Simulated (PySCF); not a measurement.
# Si (triplet) with other numerical set-ups

Aim: see how much the energy and properties of Si (triplet) depend on the numerical set-up.

Program: PySCF 2.14.0. Level of theory: each script names its method and basis. These are calculated values, not measurements.

3 further runs of the same task are left out: 3 that didn't finish.

**1. The atom**

Si (triplet): 1 atom, charge 0, spin multiplicity 3.

**2. The run that the others are compared with**

Contents of input.py:

```python
from pyscf import gto, dft

mol = gto.M(
    atom='Si 0 0 0',
    basis='x2c-svpall',
    charge=0,
    spin=2,
    verbose=4,
)
mf = dft.UKS(mol, xc='b3lyp5')
mf = mf.sfx2c1e()
mf.kernel()
mf.analyze()
print('orbital energies (hartree):', [e[max(0, n-3):n+3].round(4) for e, n in zip(mf.mo_energy, mol.nelec)])
```

Launch:

```
$ OMP_NUM_THREADS=1 python input.py
```

The log of this run is left out.

It gives: E(SCF) = -289.841531 Eh, 6 cycles, ⟨S²⟩ = 2.003.

The triplet is typed in the script; nothing here shows that it is the ground state.

**3. Cartesian functions on**

Variant 1 changes Cartesian functions: off → on.

Contents of input.py:

```python
from pyscf import gto, dft

mol = gto.M(
    atom='Si 0 0 0',
    basis='x2c-svpall',
    charge=0,
    spin=2,
    cart=True,
    verbose=4,
)
mf = dft.UKS(mol, xc='b3lyp5')
mf = mf.sfx2c1e()
mf.kernel()
mf.analyze()
print('orbital energies (hartree):', [e[max(0, n-3):n+3].round(4) for e, n in zip(mf.mo_energy, mol.nelec)])
```

Launch:

```
$ OMP_NUM_THREADS=1 python input.py
```

**4. X2c-tzvpall**

Variant 2 changes basis set: x2c-svpall → x2c-tzvpall.

Edit input.py of step 2 so:

```diff
@@ -4,3 +4,3 @@
     atom='Si 0 0 0',
-    basis='x2c-svpall',
+    basis='x2c-tzvpall',
     charge=0,
```

**5. Density fitting cc-pvdz-jkfit**

Variant 3 changes density fitting: none → cc-pvdz-jkfit.

Edit input.py of step 2 so:

```diff
@@ -11,2 +11,3 @@
 mf = mf.sfx2c1e()
+mf = mf.density_fit(auxbasis='cc-pvdz-jkfit')
 mf.kernel()
```

**6. Aug-cc-pvdz (X2C off)**

Variant 4 changes basis set: x2c-svpall → aug-cc-pvdz; spin-free X2C: on → off.

Edit input.py of step 2 so:

```diff
@@ -4,3 +4,3 @@
     atom='Si 0 0 0',
-    basis='x2c-svpall',
+    basis='aug-cc-pvdz',
     charge=0,
@@ -10,3 +10,2 @@
 mf = dft.UKS(mol, xc='b3lyp5')
-mf = mf.sfx2c1e()
 mf.kernel()
```

**7. Cc-pcvtz (X2C off)**

Variant 5 changes basis set: x2c-svpall → cc-pcvtz; spin-free X2C: on → off.

Edit input.py of step 2 so:

```diff
@@ -4,3 +4,3 @@
     atom='Si 0 0 0',
-    basis='x2c-svpall',
+    basis='cc-pcvtz',
     charge=0,
@@ -10,3 +10,2 @@
 mf = dft.UKS(mol, xc='b3lyp5')
-mf = mf.sfx2c1e()
 mf.kernel()
```

**Question.** What will these runs give? Wanted: for each run, E(SCF); from base; gap, α spin.

**Answer**, as computed:

```
                          run  E(SCF) (hartree)  from base (eV)  cycles  gap, α spin (eV)  functions
                         base       -289.841531               0       6              1.79         18
       Cartesian functions on       -289.846887         -0.1457       6              1.80         19
                  x2c-tzvpall       -289.949035         -2.9253       7              1.78         37
density fitting cc-pvdz-jkfit       -289.841544         -0.0004       6              1.79         18
        aug-cc-pvdz (X2C off)       -289.336945  not comparable       6              1.76         27
           cc-pcvtz (X2C off)       -289.346934  not comparable       7              1.78         59
```

**Reading.** Of the runs whose energies can be compared, “x2c-tzvpall” moves the SCF energy most (-2.925 eV). x2c-tzvpall (37 functions) gives an energy 2.93 eV lower than x2c-svpall (18).
